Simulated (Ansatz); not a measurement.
# Br2FSi: the cost of one run

Computed with Ansatz 0.2.0, driven from Python. The levels of theory stand in the script.

## Step 1: The structure

Bond lengths: F1–Si2 1.637 Å, Si2–Br3 2.208 Å, Si2–Br4 2.240 Å. Angles: F1–Si2–Br3 107.4°, F1–Si2–Br4 108.1°, Br3–Si2–Br4 108.0°.

No structure file is read: the coordinates are typed or built in the script.

## Step 2: The code

Input file run_methods.py:

```python
"""Br2FSi at several levels of theory."""

import ansatz as az

geometry_ang = [
    ("F", (0.4345, 0.1819, 1.5922)),
    ("Si", (-0.4857, -0.0301, 0.255)),
    ("Br", (0.1951, -1.8872, -0.726)),
    ("Br", (-0.0884, 1.6751, -1.1415)),
]
molecule = az.Crystal.molecule()
for symbol, xyz in geometry_ang:
    molecule = molecule.atom(symbol, xyz)

job = molecule.calculation().basis(gaussian="def2-SVP").spin("collinear", total=1)

methods = ["mp2", "ccsd", "ccsd_t"]
reports = [job.correlation(m).run(threads=1).report for m in methods]
print(f"Hartree-Fock reference {reports[0]['reference_energy_ev'] / 27.211386246:.6f} Ha")
best = reports[-1]["free_energy_ev"] - reports[-1]["reference_energy_ev"]
for method, each in zip(methods, reports):
    gained = each["free_energy_ev"] - each["reference_energy_ev"]
    print(f"{method:8s} total {each['free_energy_ev'] / 27.211386246:.6f} Ha  correlation {gained:9.4f} eV  ({100 * gained / best:.1f} % of the last)")
```

## Step 3: The run

The run is started by

```sh
python run_methods.py
```

Q: Estimate wall time and peak memory on 1 thread of Intel Xeon Platinum 8375C at 2.90GHz (Ice Lake), shared host.

About 82 s, with a peak of 0.76 GiB.
